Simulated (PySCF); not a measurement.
# GeI−: bond curves at several levels of theory

An exercise on one series of results from a longer session: the logs are not shown, and one member is left open.

The runs use PySCF 2.14.0; Ge def2-TZVPPD, I def2-TZVPPD with ECP28, scalar-relativistic core potentials.

The first run:

Settings of the job:

```json
{"atoms": "Ge, I", "charge": "-1", "basis": "Ge def2-TZVPPD, I def2-TZVPPD with ECP28", "Hamiltonian": "scalar-relativistic core potentials", "basis functions": "113", "electrons treated": "58", "masses in u": "73.9212, 126.9045", "levels": "PBE0, PBE, r²SCAN, M06-2X, B97-3, B3LYP, TPSS, r²SCAN0, ωB97X-V, HF, MP2, SCS-MP2", "grid": "80 radial by 434 angular points", "occupations": "held fixed by the projection of orbital angular momentum", "dissociation limit": "Ge + I−, each in its ground configuration", "starting distance in angstrom": "2.570", "values of 2S to try": "0, 2"}
```

Command:

```console
$ OMP_NUM_THREADS=2 python dia.py task.json out
```

Among the steps run: The job; PBE0 along the bond; Higher solutions at PBE0; PBE (GGA); r²SCAN (meta-GGA); M06-2X (hybrid meta-GGA); B97-3; B3LYP (global hybrid GGA); TPSS (meta-GGA); r²SCAN0; ωB97X-V (range-separated hybrid); UHF.

One table of the session follows, with a row left open; its other results are not shown here.

It belongs to the step «The curves together». Energy (eV) from each level's lowest point:

```
R (Å)    UHF  UHF-MP2  UHF-SCS-MP2    PBE   TPSS
2.362  0.809    0.527        0.591  0.587  0.587
2.472      ?        ?            ?      ?      ?
2.582  0.178    0.057        0.082  0.080  0.082
2.665  0.078    0.008        0.020  0.019  0.020
2.747  0.023    0.000        0.000  0.000  0.000
2.829  0.000    0.022        0.011  0.012  0.011
2.939  0.005    0.082        0.058  0.062  0.059
3.077  0.047    0.188        0.148  0.157  0.152
3.241  0.124    0.332        0.277  0.293  0.287
3.461  0.240    0.525        0.452  0.480  0.474
```

Q: Estimate the row for R (Å) = 2.472 from the others.

Worked estimate for «UHF». A straight line through the neighbours (2.362, 0.809) and (2.582, 0.178) gives 0.809 + (0.178 − 0.809) × (2.472 − 2.362) / (2.582 − 2.362) = 0.494; a parabola fitted to 3 rows on both sides gives 0.427.

The run gave: UHF: 0.412; UHF-MP2: 0.215; UHF-SCS-MP2: 0.258; PBE: 0.256; TPSS: 0.257. In «UHF» the line misses by +0.082 and the parabola by +0.015.
